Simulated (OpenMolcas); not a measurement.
**Nb³⁺: RASSCF and RASPT2 terms and fine-structure levels**

Aim: the low terms and levels of Nb³⁺, with their order and spacing, then second-order correlation under several settings.

Method: state-averaged RASSCF and RASPT2, spin-orbit coupling by RASSI with atomic mean-field integrals. Code: OpenMolcas 26.06.

## 1. The atom as given

| Item | Value |
| --- | --- |
| Species | Nb³⁺ (niobium, Z = 41, 38 electrons) |
| Basis | ANO-RCC-VTZP [7s6p4d2f1g], 68 functions |
| Scalar Hamiltonian | DKH2, point nucleus |
| Inactive shells | 1s 2s 2p 3s 3p 3d 4s |
| Active space | 8 electrons in 8 orbitals (RAS1 4p, at most 2 holes; RAS2 4d) |
| Some configurations of this space | 4d2 |
| Orbitals | optimised for each spin and parity, averaged over all roots |

Outer shells as boxes (Hund's rule):

4d2
```
4d [↑ ][↑ ][  ][  ][  ]
```

The work runs as a chain of OpenMolcas steps in one folder; each step below is one input file. Labels, J, g values, rates, χT and fits are worked out afterwards by a script from the matrices that RASSI stores.

## 2. GATEWAY and SEWARD: basis and integrals

File a.inp:

```
&GATEWAY
Coord
1

Nb 0.0 0.0 0.0
Basis=ANO-RCC-VTZP
Group=XYZ
NoMove
AngMom=0.0 0.0 0.0
AMFI
&SEWARD
```

Launch:

```
$ OMP_NUM_THREADS=1 MOLCAS_MEM=1689 MOLCAS_PROJECT=a pymolcas a.inp > a.log
```

## 3. A small preliminary run for start orbitals

File a.inp:

```
&RASSCF
FileOrb=start.orb
Symmetry=1
Spin=3
nActEl=2 0 0
Inactive=9 9
Ras2=5 0
CIRoot=10 10 1
SDav=10
CIMx=300
Iter=120 100
PrWF=0.3
OrbListing=Nothing
MaxOrb=0
Atom
>>> COPY $Project.JobIph JOBPRE
```

## 4. Reference wave functions, triplets of even parity, 10 roots

File a.inp:

```
&RASSCF
FileOrb=start.orb
Symmetry=1
Spin=3
nActEl=8 2 0
Inactive=9 6
Ras1=0 3
Ras2=5 0
CIRoot=10 10 1
SDav=580
CIMx=300
Iter=120 100
PrWF=0.3
OrbListing=Nothing
MaxOrb=0
Thrs=2.0e-7 1.0e-1 5.0e-4
Atom
>>> COPY $Project.JobIph JOB001
```

## 5. RASSCF: singlets of even parity, 15 roots

File a.inp:

```
&RASSCF
FileOrb=start.orb
Symmetry=1
Spin=1
nActEl=8 2 0
Inactive=9 6
Ras1=0 3
Ras2=5 0
CIRoot=15 15 1
SDav=450
CIMx=300
Iter=120 100
PrWF=0.3
OrbListing=Nothing
MaxOrb=0
Thrs=2.0e-7 1.0e-1 5.0e-4
Atom
>>> COPY $Project.JobIph JOB002
```

## 6. State interaction with spin-orbit coupling

File a.inp:

```
&RASSI
NrOfJobIphs=2 10 15
1 2 3 4 5 6 7 8 9 10
1 2 3 4 5 6 7 8 9 10 11 12 13 14 15
IphNames
JOB001
JOB002
EJob
SpinOrbit
DIPRint=1.0
SOCoupling=1000.0
Subsets=2
MEES
Property=10
'ANGMOM' 1 'ANGMOM' 2 'ANGMOM' 3 'MLTPL  1' 1 'MLTPL  1' 2 'MLTPL  1' 3
'AMFI' 1 'AMFI' 2 'AMFI' 3 'MLTPL  2' 6
SOProperty=3
'ANGMOM' 1 'ANGMOM' 2 'ANGMOM' 3
```

## 7. CASPT2: IPEA 0.25, imaginary shift 0.1 (closed shells correlated: 4s)

File a.inp:

```
>>> COPY JOB001 $Project.JobIph
&CASPT2
Multistate=10 1 2 3 4 5 6 7 8 9 10
Frozen=8 6
IPEA=0.25
Imaginary=0.1
MaxIter=60
WThr=0.0 0.3 0.05
PrWF=0.5
NoMix
>>> COPY JOB002 $Project.JobIph
&CASPT2
Multistate=15 1 2 3 4 5 6 7 8 9 10 11 12 13 14 15
Frozen=8 6
IPEA=0.25
Imaginary=0.1
MaxIter=60
WThr=0.0 0.3 0.05
PrWF=0.5
NoMix
```

## 8. CASPT2: IPEA 0, imaginary shift 0.1 (closed shells correlated: 4s)

Changes to a.inp since step 7:

```diff
@@ -4,3 +4,3 @@
 Frozen=8 6
-IPEA=0.25
+IPEA=0.0
 Imaginary=0.1
@@ -14,3 +14,3 @@
 Frozen=8 6
-IPEA=0.25
+IPEA=0.0
 Imaginary=0.1
```

(Steps that only read results are left out.)

What does the calculation give? Wanted: lowest level; first excited level; lowest level of another term; spin-orbit lowering of the lowest level; strongest of the lines computed, by gA.

As calculated:

| quantity | value |
| --- | --- |
| method | SS-RASPT2, IPEA 0.25, imaginary shift 0.1 (closed shells correlated: 4s) |
| lowest level | 4d2 3F2, 98 % of that term, g = 0.672 |
| ground level listed by NIST | 3F2 |
| first excited level | 4d2 3F3 at 1186 cm-1 |
| lowest level of another term | 4d2 1D2 at 8080 cm-1 |
| spin-orbit lowering of the lowest level | 1535 cm-1 |
| strongest of the lines computed, by gA (one parity, so forbidden lines), at SS-RASPT2 energies | 4d2 1S0 → 4d2 1D2, 431.4 nm, A = 8.89e+00 s⁻¹ |

Cost and accuracy by method:

| method | time of its own steps | time with the reference | mean absolute difference from method B (cm-1) |
| --- | --- | --- | --- |
| A. RASSCF | 20 s | 20 s | 1600 |
| B. SS-RASPT2, IPEA 0.25, imaginary shift 0.1, +4s | 11 s | 31 s | 0 |
| C. SS-RASPT2, IPEA 0, imaginary shift 0.1, +4s | 11 s | 31 s | 120 |

Times are of one thread on a shared host.

**Reading.** The multiplet 3F is regular; its intervals divided by the larger J differ by 16 % of their mean, where Landé's rule for pure LS coupling makes them equal. Second-order correlation (method B) scales the levels of the lowest configuration above 5000 cm⁻¹ by 0.78 to 0.88. Only the configurations of the active space and the roots asked for are present. Not all states of the active space went into the spin-orbit step. CASPT2 does not keep the components of a term degenerate, and the means are used. The levels of the extra active shells were not computed. Only valence configurations of the active space appear, up to the ionisation limit; * or ° marks odd parity.
